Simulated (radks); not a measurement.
# Dipole-allowed lines with 3 electrons: Li, Be⁺, B²⁺, C³⁺, N⁴⁺, O⁵⁺

An exercise on one series of results from a longer session: the logs are not shown, and one member is left open.

Program: radks (a radial shooting solver on a logarithmic mesh, Libxc functionals) version 1. Level of theory: non-relativistic Kohn-Sham, LB94 model potential, spin-polarised, spherical densities, point nucleus; open shells are filled with parallel spins first. These are calculated values, not measurements, unless marked.

## The system

```
species : Li ([He] 2s1), Be⁺ ([He] 2s1), B²⁺ ([He] 2s1), C³⁺ ([He] 2s1), N⁴⁺ ([He] 2s1), O⁵⁺ ([He] 2s1)
```

LB94 adds a gradient term to the LDA potential that gives it a −1/r tail. It is a model potential with no energy functional, so Etot and Exc are not given.

Set-up of the first run:

Settings of this run:

```text
Z 3
configuration [He] 2s1 2p0 3s0 3d0
relativity non-relativistic
functional lda,pw
model_potential LB94
spin polarised
nucleus point
response adiabatic LDA kernel, real frequencies
```

Run with:

```console
$ python run_ks.py task.json out
```

This one command runs every case of the session in turn.

Among the steps run: Li, [He] 2s1; Be⁺, [He] 2s1; B²⁺, [He] 2s1; C³⁺, [He] 2s1; N⁴⁺, [He] 2s1; O⁵⁺, [He] 2s1.

One of the session's tables, all rows but one given; the rest of the session is left out.

```
species  −ε(HOMO) (eV)  first line (eV)  strongest line (eV)  static α (bohr³)
     Li          5.263            1.866                1.866             150.0
    Be⁺              ?                ?                    ?                 ?
    B²⁺         37.492            5.814                5.814             7.245
    C³⁺         63.869            7.708               38.312             3.213
    N⁴⁺         97.053            9.586               57.454             1.699
    O⁵⁺         137.04           11.456               80.377             1.005
```

Q: Estimate the row for Be⁺ from the others.

**Answer.** −ε(HOMO) (eV): 17.936; first line (eV): 3.886; strongest line (eV): 3.886; static α (bohr³): 22.44. In the column «−ε(HOMO) (eV)» it lies between Li (5.263) and B²⁺ (37.492).

In words: In Li the response moves the first line 0.145 eV above the bare orbital gap, and the lines found carry 99 % of the static polarisability. Against the values (averaged over fine structure) of the NIST Handbook of Basic Atomic Spectroscopic Data the first line is off by +0.02 eV in Li, -0.07 eV in Be⁺. Very weak lines can be missed, and lines above minus the highest eigenvalue dissolve into this model's continuum.
